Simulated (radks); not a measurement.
# Sn⁴⁻ held by a Watson sphere

Aim: the size and levels of Sn⁴⁻ inside a shell of charge +4 and radius R, which stands for the Madelung well of a crystal, for several R.

Program: radks (a radial shooting solver on a logarithmic mesh, Libxc functionals) version 1. Level of theory: scalar-relativistic Kohn-Sham, PBE, spin-polarised, spherical densities, finite nucleus. These are calculated values, not measurements, unless marked.

## (1) What is computed

- element: tin (Z = 50)
- charge: -4
- electrons: 54
- configuration: [Xe]
- nuclear rms radius: 4.6519 fm

The outer shells:

Sn⁴⁻
```
[Kr] core
4d [↑↓][↑↓][↑↓][↑↓][↑↓]
5s [↑↓]
5p [↑↓][↑↓][↑↓]
```

## (2) R = 2.62 bohr

Input:

```text
Z 50
configuration [Xe]
relativity scalar-relativistic
functional pbe,pbe
spin polarised
nucleus finite rms 4.6519 fm
c 137.035999084
watson charge 4 radius 2.62 bohr
response adiabatic LDA kernel
```

## (3) R = 3.59 bohr

Settings, as their differences from step 2:

```diff
@@ -7,3 +7,3 @@
 c 137.035999084
-watson charge 4 radius 2.62 bohr
+watson charge 4 radius 3.59 bohr
 response adiabatic LDA kernel
```

## (4) R = 4.04 bohr

Settings, as their differences from step 3:

```diff
@@ -7,3 +7,3 @@
 c 137.035999084
-watson charge 4 radius 3.59 bohr
+watson charge 4 radius 4.04 bohr
 response adiabatic LDA kernel
```

## (5) R = 4.44 bohr

Settings, as their differences from step 4:

```diff
@@ -7,3 +7,3 @@
 c 137.035999084
-watson charge 4 radius 4.04 bohr
+watson charge 4 radius 4.44 bohr
 response adiabatic LDA kernel
```

## (6) R = 4.53 bohr

Settings, as their differences from step 5:

```diff
@@ -7,3 +7,3 @@
 c 137.035999084
-watson charge 4 radius 4.44 bohr
+watson charge 4 radius 4.53 bohr
 response adiabatic LDA kernel
```

## (7) R = 4.74 bohr

Settings, as their differences from step 6:

```diff
@@ -7,3 +7,3 @@
 c 137.035999084
-watson charge 4 radius 4.53 bohr
+watson charge 4 radius 4.74 bohr
 response adiabatic LDA kernel
```

## (8) R = 5.04 bohr

Settings, as their differences from step 7:

```diff
@@ -7,3 +7,3 @@
 c 137.035999084
-watson charge 4 radius 4.74 bohr
+watson charge 4 radius 5.04 bohr
 response adiabatic LDA kernel
```

## (9) R = 5.13 bohr

Settings, as their differences from step 8:

```diff
@@ -7,3 +7,3 @@
 c 137.035999084
-watson charge 4 radius 5.04 bohr
+watson charge 4 radius 5.13 bohr
 response adiabatic LDA kernel
```

## (10) R = 5.67 bohr

Settings, as their differences from step 9:

```diff
@@ -7,3 +7,3 @@
 c 137.035999084
-watson charge 4 radius 5.13 bohr
+watson charge 4 radius 5.67 bohr
 response adiabatic LDA kernel
```

Before running it: what results should come out? Wanted: for each run, R; highest level; its <r>; sum of <r²>; α.

The runs gave:

```csv
R (bohr),highest level (eV),its <r> (bohr),sum of <r²> (bohr²),α (bohr³)
2.62,-6.836,2.917,95.17,56.50
3.59,-5.326,3.439,120.6,110.2
4.04,-4.725,3.691,134.1,150.2
4.44,-4.264,3.919,146.8,196.7
4.53,-4.169,3.970,149.8,208.8
4.74,-3.962,4.092,157.0,239.5
5.04,-3.695,4.267,167.7,289.9
5.13,-3.622,4.320,171.0,306.5
5.67,-3.236,4.639,192.0,422.8
```

What this shows: From R = 2.62 to 5.67 bohr the top level moves from -6.836 to -3.236 eV and its mean radius from 2.92 to 4.64 bohr. A wider sphere makes a shallower well, so the ion swells. The polarisability goes from 56.5 to 423 bohr³. Response by self-consistent Sternheimer equations with the Hartree and adiabatic LDA kernel, the relativistic mass of each level held fixed and spin-orbit coupling left out. The sphere does not respond.
